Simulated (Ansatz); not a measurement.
# Zr2Ti3C5: a closer look at a trial structure, part 2 of 2

Aim: for this structure of Zr2Ti3C5, repeat the electronic structure at other levels of theory.

Ansatz 0.2.0; DFT PBE, scalar-relativistic, plane waves, PAW. The steps go on from the part before.

## 5. Level of theory: LDA

File input.yaml:

```yaml
crystal:
  lattice:
    - [1.591901403, 0.9190847035, 12.920130999]
    - [-1.591901403, 0.9190847035, 12.920130999]
    - [0.0, -1.8381694071, 12.920130999]
  atoms:
    - { symbol: Zr, position: [0.2025818773, 0.2025818773, 0.2025818773] }
    - { symbol: Zr, position: [0.7974181227, 0.7974181227, 0.7974181227] }
    - { symbol: Ti, position: [0.3965304563, 0.3965304563, 0.3965304563] }
    - { symbol: Ti, position: [0.0, 0.0, 0.0] }
    - { symbol: Ti, position: [0.6034695437, 0.6034695437, 0.6034695437] }
    - { symbol: C, position: [0.6982706596, 0.6982706596, 0.6982706596] }
    - { symbol: C, position: [0.3017293404, 0.3017293404, 0.3017293404] }
    - { symbol: C, position: [0.9052132573, 0.9052132573, 0.9052132573] }
    - { symbol: C, position: [0.5, 0.5, 0.5] }
    - { symbol: C, position: [0.0947867427, 0.0947867427, 0.0947867427] }
basis:
  ecutwfc: 420
kpoints:
  mp_grid: { grid: [12, 12, 12] }
  band_path:
    path:
      - [[0.0, 0.0, 0.0], [0.5, 0.5, 0.5], [0.82995979, 0.17004021, 0.5]]
      - [[0.5, -0.17004021, 0.17004021], [0.5, 0.0, 0.0], [0.0, 0.0, 0.0], [0.3350201, -0.3350201, 0.0]]
      - [[0.6649799, 0.0, 0.3350201], [0.5, 0.0, 0.5], [0.0, 0.0, 0.0]]
    npoints: 14
hamiltonian:
  xc: lda
scf:
  occupations: { method: gaussian, width: 0.1 }
  n_extra_bands: 25
output:
  forces: true
  stress: true
  eigenvalues: true
  populations: true
  dos: { projected: true, de: 0.02, nscf_kmesh: { grid: [15, 15, 15] } }
  bader: true
  write_density: true
  write_potential: true
  elf: true
  volumetric_format: npy
```

Command:

```
$ ansatz run input.yaml --threads 4 --pin off --max-ram 8192MiB --backend cpu --events-out ev --progress --plain --runs-dir out
```

The log of the run:

```text
Warning: RAYON_NUM_THREADS=4 ignored (pool sized by the plan → 4); use --threads N
basis.fft_grid_basis auto: the FFT boxes are laid along the combinations [[1, -1, 0], [0, 1, 0], [0, -1, 1]] of the cell's own vectors, 3.184, 13.050 and 3.184 Å long. The dense box has 24×90×24 points. Along the cell's own vectors, as sized, it would have 90×90×90, 14.06 times as many. Of the 12 symmetry operations that the crystal satisfies within crystal.symmetry.tolerance (time reversal apart; of a slab, those that keep its plane) the dense box along the cell's own vectors carries 12, and the one as laid loses 8 of those. basis.fft_grid_basis: typed keeps the cell's own vectors: state it where this run's energies or levels are differenced outside the engine with another run's, or held beside a run that keeps those vectors. Those combinations have planes normal to reciprocal vector 3, as the cell's own vectors have. Each planar average written beside output.write_density, output.write_potential has a row for each plane of the box: 24. The volumetric files lie along those combinations, not along the cell's own vectors: a cube or XSF file states them, and fields.json those of NumPy files.
scf.n_extra_bands = 25 over 40 filled bands (N_el = 80.0): the run solves 65 bands
Engine: ansatz 0.2.0, x86_64-unknown-linux-gnu
Pseudopotentials: kind: paw
Pseudopotential: Zr, paw, valence charge 12, recommended cutoff 420 eV (normal), Zr.paw.azcp
Pseudopotential: Ti, paw, valence charge 12, recommended cutoff 420 eV (normal), Ti.paw.azcp
Pseudopotential: C, paw, valence charge 4, recommended cutoff 420 eV (normal), C.paw.azcp
Functional definition: SPW92
  exchange = slater_x
  correlation = pw_c
Crystal: 10 atoms, lattice volume = 113.420 Å³
Basis set: ecut = 420 eV, 2263 PW (Γ), FFT grids on a1−a2, a2, −a2+a3
Bands: 65, of which v1, the nominal top of the filled ones, is band 40 counted from 1 (39 counted from 0)
Symmetry: 12 space group operations
Space group: R-3m (ITA 166), of the structure as read, at distance tolerance 4.8e-5 Å
k-points: 189 of 1728
Non-local potential: Zr, projectors of the file, l = 0: 3, l = 1: 2, l = 2: 2, l = 3: 2
Non-local potential: Ti, projectors of the file, l = 0: 3, l = 1: 2, l = 2: 3, l = 3: 1
Non-local potential: C, projectors of the file, l = 0: 2, l = 1: 2, l = 2: 1
PAW form: soft (Blöchl's): semilocal exchange-correlation on the pseudo side does not see the compensation charge
PAW frozen core: Zr, regenerated for the run's functional, and the local potential with it (the file was generated under x = pbe(κ = 0.804, μ = 0.2195149727645171), c = pbe(β = 0.06672455060314922))
PAW frozen core: Ti, regenerated for the run's functional, and the local potential with it (the file was generated under x = pbe(κ = 0.804, μ = 0.2195149727645171), c = pbe(β = 0.06672455060314922))
PAW frozen core: C, regenerated for the run's functional, and the local potential with it (the file was generated under x = pbe(κ = 0.804, μ = 0.2195149727645171), c = pbe(β = 0.06672455060314922))
PAW one-centre angular grid: Zr, 590 points (default); XC on 64 Gauss nodes
PAW one-centre angular grid: Ti, 590 points (default); XC on 64 Gauss nodes
PAW one-centre angular grid: C, 110 points (default); XC on 64 Gauss nodes
Initial density: superposition of atomic densities (neutral atoms: chi_scale 0, normalization atom), corrected by the library's trained network
Initial wavefunctions: pseudopotential atomic-orbital guess
Functional: x = slater, c = lda
SCF iter   1: F=—  HF=-16729.348110 eV  |F-HF|=—  |Δ(HF+E_count)|=         —  Δρ=9.44e-3  dr2=1.44e-1  ethr=1.77e-3  ⟨swp⟩=5.0  Hψ=43481  notcnv=0  defer=682
preconditioner: auto → Kerker (q_TF=auto, 2.574 Å⁻¹)  [metal: Δε(μ)=0.009 eV  Ē_g=8.670 eV  σ=0.100 eV  W_gap=0.05  n_scr=40 (ndim 8)  ℏωp=22.1 eV  f_vac=0.000  D(μ)=1.61/eV (n_scr^D=6)]
SCF iter   2: F=—  HF=-16729.331669 eV  |F-HF|=—  |Δ(HF+E_count)|=   1.64e-2  Δρ=5.64e-3  dr2=5.68e-2  ethr=1.80e-4  ⟨swp⟩=1.0  Hψ=14175  notcnv=0  defer=1074
SCF iter   3: F=—  HF=-16729.322334 eV  |F-HF|=—  |Δ(HF+E_count)|=   9.33e-3  Δρ=6.01e-4  dr2=1.91e-3  ethr=7.11e-5  ⟨swp⟩=2.0  Hψ=11873  notcnv=0  defer=1074
SCF iter   4: F=—  HF=-16729.322091 eV  |F-HF|=—  |Δ(HF+E_count)|=   2.43e-4  Δρ=1.46e-4  dr2=4.55e-4  ethr=2.38e-6  ⟨swp⟩=1.8  Hψ=11049  notcnv=0  defer=1074
SCF iter   5: F=—  HF=-16729.322064 eV  |F-HF|=—  |Δ(HF+E_count)|=   2.70e-5  Δρ=6.78e-5  dr2=5.06e-5  ethr=5.68e-7  ⟨swp⟩=1.1  Hψ=8898  notcnv=0  defer=1074
SCF iter   6: F=—  HF=-16729.322063 eV  |F-HF|=—  |Δ(HF+E_count)|=   1.41e-6  Δρ=1.48e-5  dr2=4.74e-7  ethr=6.33e-8  ⟨swp⟩=1.6  Hψ=9732  notcnv=0  defer=1108
SCF iter   7: F=-16729.322063 eV  HF=-16729.322063 eV  |F-HF|=2.80e-8  |Δ(HF+E_count)|=   5.50e-8  Δρ=3.70e-6  dr2=3.45e-8  ethr=1.25e-10  ⟨swp⟩=13.3  Hψ=74664  notcnv=0
SCF 1 converged in 7 iterations: F = -16729.322063 eV  dr2 = 3.45e-8
NSCF: frozen V_eff on 101 k-points
NSCF: frozen V_eff on 344 k-points
SCF converged after 7 iterations
Free energy (F): -16729.322063 eV
Harris-Foulkes:  -16729.322063 eV  (|F-HF|=2.80e-8)
Internal energy: -16729.314295 eV  (E = F + TS)
E sigma→0 (E₀):  -16729.318179 eV
Entropy (-TS):   -0.007767 eV (-0.777 meV/atom)
Fermi energy:    14.389412 eV
--- Per-component energies (eV) ---
  E_band       = -447.950587
  E_kinetic    = 1928.645174
  E_local      = -3719.918341  (includes V_loc(G=0)·N_el)
  E_nonlocal   = 329.972785
  E_hartree    = 1387.206275
  E_xc         = -857.289004
  E_vxc        = -1052.912856  (∫ρ·V_xc dr)
  E_paw        = -9145.810860  (= ΣΔE_a)
  E_vpaw       = -708.155468  (= ΣTr[D̂ρ^β])
  E_aug_tail   = 0.000418  (compensation charges beyond the density's cutoff)
  E_ewald      = -6654.153558
  E_core_change = 2.032815  (= ΣΔE_core)
  E_smearing   = -0.007767  (= −TS)
  E_closure    = 0.000000  (closes the sum)
  Σ components = -16729.322063   (vs F -16729.322063, Δ=0.00e0)
--- Forces (eV/Å), atoms counted from 1 ---
  atom   1  Zr    -0.00000000    -0.00000000     0.02032058
  atom   2  Zr    -0.00000000     0.00000000    -0.02032058
  atom   3  Ti     0.00000000     0.00000000    -0.01292219
  atom   4  Ti     0.00000000     0.00000000    -0.00000000
  atom   5  Ti     0.00000000    -0.00000000     0.01292219
  atom   6  C      0.00000000     0.00000000    -0.00351319
  atom   7  C      0.00000000    -0.00000000     0.00351319
  atom   8  C      0.00000000    -0.00000000     0.01666097
  atom   9  C      0.00000000     0.00000000     0.00000000
  atom  10  C      0.00000000     0.00000000    -0.01666097
  max |Σ_I F_I| component: 3.47e-18 eV/Å
--- Stress (GPa, compression-positive) ---
      -11.327129      -0.000000       0.000000
        0.000000     -11.327129      -0.000000
        0.000000      -0.000000     -11.304625
  P = ⅓ Tr σ = -11.3196 GPa (-113.196 kbar)
--- Band table (eV; the first three rows and the last of 189) ---
  k-point 0: bands = ["-41.7293", "-41.6851", "-41.6695", "-33.3756", "-33.3238", "-18.4665", "-18.2886", "-18.1630", "-18.1630", "-18.1375", "-18.1254", "-18.1254", "-18.1141", "-18.1141", "-11.9044", "-11.4335", "-11.1135", "-11.1135", "-11.0822", "-11.0822", "2.5769", "3.4728", "3.6020", "5.4613", "5.5768", "9.5257", "9.5417", "11.5575", "11.5575", "11.7567", "11.7567", "12.5372", "12.5390", "13.1344", "13.1344", "13.1941", "13.1941", "14.9982", "14.9982", "15.1675", "15.6709", "15.6709", "15.7462", "15.8032", "15.8032", "16.0659", "16.0659", "16.5944", "16.5944", "16.7707", "16.9119", "17.2506", "17.2506", "17.9044", "18.1692", "18.1692", "18.6579", "19.3729", "19.3729", "19.8173", "19.8173", "21.9451", "21.9451", "22.4501", "22.7265"]
  k-point 1: bands = ["-41.7265", "-41.6830", "-41.6681", "-33.3671", "-33.3169", "-18.4594", "-18.2908", "-18.1779", "-18.1693", "-18.1572", "-18.1322", "-18.1295", "-18.1223", "-18.1160", "-11.8854", "-11.4319", "-11.1787", "-11.1477", "-11.1320", "-11.0926", "2.7093", "3.5629", "3.7300", "5.4432", "5.5509", "9.5525", "9.6540", "11.5408", "11.5916", "11.8311", "11.8617", "12.0763", "12.4028", "12.9380", "13.0145", "13.2589", "13.3550", "14.3580", "14.6074", "14.6441", "15.1721", "15.4733", "15.5618", "15.8777", "16.1485", "16.3700", "16.4732", "16.8759", "16.8906", "17.0272", "17.2611", "17.4077", "17.6324", "17.8015", "18.3187", "18.3957", "18.7098", "18.8342", "18.9253", "20.3559", "20.3660", "21.3557", "21.6793", "22.5514", "23.1386"]
  k-point 2: bands = ["-41.7188", "-41.6773", "-41.6643", "-33.3438", "-33.2980", "-18.4404", "-18.3055", "-18.2170", "-18.1987", "-18.1857", "-18.1731", "-18.1407", "-18.1264", "-18.1220", "-11.8341", "-11.4581", "-11.3352", "-11.3083", "-11.1794", "-11.1238", "3.0827", "3.8393", "4.0499", "5.4119", "5.4295", "9.7650", "9.9073", "11.3082", "11.5960", "11.6894", "11.7881", "11.9606", "12.1410", "12.5992", "12.8749", "13.1169", "13.1653", "13.5871", "13.7520", "13.9300", "14.7885", "15.3422", "15.6387", "16.2234", "16.3422", "16.7360", "16.7544", "16.8547", "16.9759", "17.3200", "17.7787", "17.8749", "18.0484", "18.3070", "18.4728", "18.5430", "18.8071", "19.0843", "19.2940", "20.3910", "20.8574", "20.9783", "21.1979", "22.4646", "23.6057"]
  k-point 188: bands = ["-41.7293", "-41.6851", "-41.6695", "-33.3756", "-33.3238", "-18.4665", "-18.2885", "-18.1630", "-18.1630", "-18.1376", "-18.1254", "-18.1254", "-18.1141", "-18.1141", "-11.9044", "-11.4336", "-11.1135", "-11.1135", "-11.0822", "-11.0822", "2.6910", "3.0063", "4.4798", "4.4832", "6.1069", "8.8386", "10.9269", "10.9328", "11.4460", "11.4460", "12.1947", "12.1947", "12.2953", "12.2953", "14.1203", "14.1283", "14.2570", "14.2570", "14.4952", "14.4952", "15.1385", "15.1385", "15.6652", "15.6652", "16.0955", "16.5784", "16.6184", "16.6184", "16.8827", "16.8827", "17.3147", "17.4240", "17.4783", "17.4783", "18.1985", "18.1985", "18.2716", "18.2716", "18.9847", "21.1084", "21.1084", "21.1660", "21.1660", "21.7036", "23.0808"]
--- Löwdin populations: 10 sites ---
  site symbol       q [e]
     0     Zr     11.3120
     1     Zr     11.3120
     2     Ti     11.1562
     3     Ti     11.1719
     4     Ti     11.1562
     5      C      4.7765
     6      C      4.7765
     7      C      4.7173
     8      C      4.6675
     9      C      4.7173
  spilling = 0.002958 (of n_electrons = 80.000000)
--- Bader charges: 10 sites ---
  site symbol  charge [e]  shift [e]
     0     Zr      1.7954     0.0014
     1     Zr      1.7954     0.0014
     2     Ti      1.6273     0.0009
     3     Ti      1.6267     0.0009
     4     Ti      1.6273     0.0009
     5      C     -1.6285     0.0009
     6      C     -1.6285     0.0009
     7      C     -1.7100     0.0011
     8      C     -1.7950     0.0014
     9      C     -1.7100     0.0011
  estimated error of the sums over rays = 7.8e-4 e
```

Wall time 2.4 min (4 threads of Intel Xeon at 2.50GHz (Skylake/Cascade Lake), shared host); peak memory 1.8 GiB.

Per atom:

| atom | Löwdin electrons | Bader charge (e) | Bader volume (Å³) |
| --- | --- | --- | --- |
| Zr1 | 11.31 | +1.80 | 11.5 |
| Zr2 | 11.31 | +1.80 | 11.5 |
| Ti3 | 11.16 | +1.63 | 8.6 |
| Ti4 | 11.17 | +1.63 | 8.6 |
| Ti5 | 11.16 | +1.63 | 8.6 |
| C6 | 4.78 | -1.63 | 12.9 |
| C7 | 4.78 | -1.63 | 12.9 |
| C8 | 4.72 | -1.71 | 12.9 |
| C9 | 4.67 | -1.79 | 12.9 |
| C10 | 4.72 | -1.71 | 12.9 |

The Löwdin counts miss 0.24 of the 80 electrons, which the atomic orbitals do not span, so they are no charges.

bands.tsv at the labelled points (eV, zero at the Fermi level; the bands nearest the Fermi level):

| point | band 37 | band 38 | band 39 | band 40 | band 41 | band 42 | band 43 | band 44 |
| --- | --- | --- | --- | --- | --- | --- | --- | --- |
| Γ | -1.20 | 0.61 | 0.61 | 0.78 | 1.28 | 1.28 | 1.36 | 1.41 |
| T | -0.13 | -0.13 | 0.11 | 0.11 | 0.75 | 0.75 | 1.28 | 1.28 |
| H2 | -2.23 | -2.09 | -1.91 | -1.90 | 1.92 | 1.95 | 2.05 | 2.44 |
| H0 | -2.23 | -2.09 | -1.91 | -1.90 | 1.92 | 1.95 | 2.05 | 2.44 |
| L | -2.18 | -1.80 | -0.69 | -0.40 | 0.20 | 0.39 | 1.90 | 2.01 |
| Γ | -1.20 | 0.61 | 0.61 | 0.78 | 1.28 | 1.28 | 1.36 | 1.41 |
| S0 | -2.24 | -2.09 | -1.91 | -1.90 | 1.92 | 1.99 | 2.02 | 2.43 |
| S2 | -2.24 | -2.09 | -1.91 | -1.90 | 1.92 | 1.99 | 2.02 | 2.43 |
| F | -1.71 | -1.45 | -1.41 | -0.04 | 0.05 | 1.02 | 1.03 | 2.50 |
| Γ | -1.20 | 0.61 | 0.61 | 0.78 | 1.28 | 1.28 | 1.36 | 1.41 |

Counts of states by energy window (eV from the Fermi level), total and by projection:

```csv
from,to,total,Zr 4d,Ti 3d,C 2p
-8,-7,0.00,0.00,0.00,0.00
-7,-6,0.00,0.00,0.00,0.00
-6,-5,0.43,0.07,0.08,0.20
-5,-4,3.41,0.51,0.63,1.72
-4,-3,5.21,0.71,0.90,3.01
-3,-2,12.49,2.22,3.20,6.52
-2,-1,6.22,1.03,1.94,3.06
-1,0,2.20,0.29,0.61,1.24
0,1,2.33,0.35,1.05,0.85
1,2,4.38,0.77,2.62,0.85
2,3,8.95,1.18,6.48,1.04
3,4,9.19,1.83,5.18,1.80
4,5,6.04,2.35,1.92,1.31
5,6,7.52,2.77,2.20,1.61
```

Below -8 eV lie 50 or so more states.

Axes a, b and c in the maps are those of this run's conventional cell (a, b, c = 3.184, 3.184, 38.760 Å).

Density in a lattice plane of the grid's cell (edges 3.18 and 38.76 Å, at 0.000 of the third edge), which holds Zr and Ti and C.

Ten even steps from ' ' (0.12 e/Å³) to '@' (10.10 e/Å³):
```
            
....      ..
            
::--      --
            
....      ..
            
@@==      ==
            
....      ..
            
@@==      ==
            
....      ..
            
::--      --
            
....      ..
            
@@==      ==
```
Columns run along the first of these edges and rows up along the second, over one cell in 6 and 20 even steps from the bottom left corner. Atoms in the plane (fractional): Zr at (1.00, 0.20), Zr at (1.00, 0.80), Ti at (1.00, 0.40), Ti at (0.00, 0.00), Ti at (1.00, 0.60), C at (1.00, 0.70), C at (1.00, 0.30), C at (1.00, 0.91), C at (1.00, 0.50), C at (1.00, 0.09).

ELF in the same plane.

Values, 12 rows by 6 columns:
```
0.57 0.78 0.43 0.10 0.43 0.78
0.09 0.22 0.62 0.74 0.62 0.22
0.15 0.25 0.43 0.47 0.43 0.25
0.48 0.27 0.09 0.17 0.09 0.27
0.36 0.20 0.42 0.70 0.42 0.20
0.00 0.68 0.63 0.19 0.63 0.68
0.36 0.20 0.42 0.70 0.42 0.20
0.48 0.27 0.09 0.17 0.09 0.27
0.15 0.25 0.43 0.47 0.43 0.25
0.09 0.22 0.62 0.74 0.62 0.22
0.57 0.78 0.43 0.10 0.43 0.78
0.00 0.59 0.10 0.23 0.10 0.59
```
Columns run along the first of these edges and rows up along the second, over one cell in 6 and 12 even steps from the bottom left corner. Atoms in the plane (fractional): Zr at (1.00, 0.20), Zr at (1.00, 0.80), Ti at (1.00, 0.40), Ti at (0.00, 0.00), Ti at (1.00, 0.60), C at (1.00, 0.70), C at (1.00, 0.30), C at (1.00, 0.91), C at (1.00, 0.50), C at (1.00, 0.09).

Both are smooth fields of the valence electrons: close to the nuclei they are not physical.

The highest ELF values outside the cores: 0.81 in the shell around C, 0.8 Å from C; 0.81 beside C, off the lines to its neighbours, 0.8 Å from C.

## 6. The levels side by side

| level | gap (eV) | pressure (GPa) | CPU time | against the first |
| --- | --- | --- | --- | --- |
| PBE | 0.00 | 0.0 | 9.6 min | × 1 |
| r2SCAN | 0.00 | -0.3 | 14 min | × 1.5 |
| LDA | 0.00 | -11.3 | 9.1 min | × 0.95 |

All at the geometry relaxed with the first.

## 7. Outcome

What follows sums up all 2 parts.

| quantity | value |
| --- | --- |
| gap (r2SCAN) | none (metal) |
| states at the Fermi level (r2SCAN) | 1.42 per eV per cell |
| Bader charges (r2SCAN) | Zr +1.96, Ti +1.80, C -1.96 to -1.80 e |
| gap (LDA) | none (metal) |
| states at the Fermi level (LDA) | 1.34 per eV per cell |
| Bader charges (LDA) | Zr +1.80, Ti +1.63, C -1.79 to -1.63 e |

All levels find a metal. At this fixed cell LDA gives -11.3 GPa, so it would relax to a smaller volume.
